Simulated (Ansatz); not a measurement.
# C2H3BrF2: one species, many methods

One table from this session's results is given with a row withheld; the runs are named, their logs left out.

Program: Ansatz 0.2.0, Gaussian basis. Level of theory: functionals in def2-TZVPP, the program's frozen cores in correlated methods. These are calculated values, not measurements.

Plan: PBE-D4, r2SCAN-D4, PBE0-D4, B3LYP-D4, ωB97X-V, ωB97M-V, B2PLYP; CCSD(T)/def2-TZVPP; MP2/def2-QZVPP; extrapolation to the limit.

### The geometry

The geometry comes from an earlier relaxation with PBE0-D4 in a triple-zeta def2 set; it is a stationary point, not always the lowest conformer.

SMILES `FC(F)CBr`, 8 atoms, charge 0, spin multiplicity 1.

Atoms are counted from 1 here; the program's logs count them from 0.

Bond lengths: F1–C2 1.351 Å, C2–F3 1.351 Å, C2–C4 1.505 Å, C2–H6 1.098 Å, C4–Br5 1.928 Å, C4–H7 1.088 Å, C4–H8 1.088 Å. Angles: F1–C2–F3 107.9°, F1–C2–C4 111.3°, F1–C2–H6 107.9°, F3–C2–C4 111.3°, F3–C2–H6 107.9°, C4–C2–H6 110.3°, C2–C4–Br5 112.7°, C2–C4–H7 109.5°, C2–C4–H8 109.5°, Br5–C4–H7 107.5°, Br5–C4–H8 107.5°, H7–C4–H8 109.9°.

The first run:

Input file in.yaml:

```yaml
crystal:
  periodic: [false, false, false]
  atoms:
    - {symbol: F, position_ang: [-1.362424, 0.778053, 0.793512]}
    - {symbol: C, position_ang: [-0.078321, 0.369504, 0.694132]}
    - {symbol: F, position_ang: [0.136878, -0.559972, 1.650952]}
    - {symbol: C, position_ang: [0.216575, -0.178137, -0.676024]}
    - {symbol: Br, position_ang: [-0.883239, -1.697149, -1.123535]}
    - {symbol: H, position_ang: [0.568073, 1.230613, 0.907625]}
    - {symbol: H, position_ang: [0.032240, 0.591530, -1.423028]}
    - {symbol: H, position_ang: [1.255116, -0.499944, -0.723533]}
basis:
  gaussian: {orbitals: def2-TZVPP}
hamiltonian: {xc: pbe, dispersion: d4}
output: {forces: true, orbitals: {seedname: orbitals}}
```

On the command line:

```console
ansatz run in.yaml --threads 4 --pin off --events-out ev --progress --plain --max-ram 10444MiB
```

Steps of the session up to this table: PBE-D4 (GGA); r2SCAN-D4 (meta-GGA); PBE0-D4 (hybrid); B3LYP-D4 (hybrid); ωB97X-V (range-separated); ωB97M-V (range-separated); B2PLYP (double hybrid); CCSD(T) in def2-TZVPP; MP2 in def2-QZVPP.

One table of the session follows, with a row left open; its other results are not shown here.

| method | atomisation energy (kJ/mol) |
| --- | --- |
| PBE-D4 | 3039.4 |
| r2SCAN-D4 | 2952.0 |
| PBE0-D4 | ? |
| B3LYP-D4 | 2917.8 |
| ωB97X-V | 2940.7 |
| ωB97M-V | 2938.8 |
| B2PLYP | 2897.8 |
| HF/def2-TZVPP | 2071.5 |
| MP2/def2-TZVPP | 2949.8 |
| CCSD/def2-TZVPP | 2804.7 |
| CCSD(T)/def2-TZVPP | 2859.3 |
| MP2/CBS | 3030.0 |
| CCSD(T)/CBS | 2939.5 |

Estimate the missing values for PBE0-D4.

The run gave: atomisation energy (kJ/mol): 2955.8. In the column «atomisation energy (kJ/mol)» it lies between r2SCAN-D4 (2952.0) and MP2/CBS (3030.0).
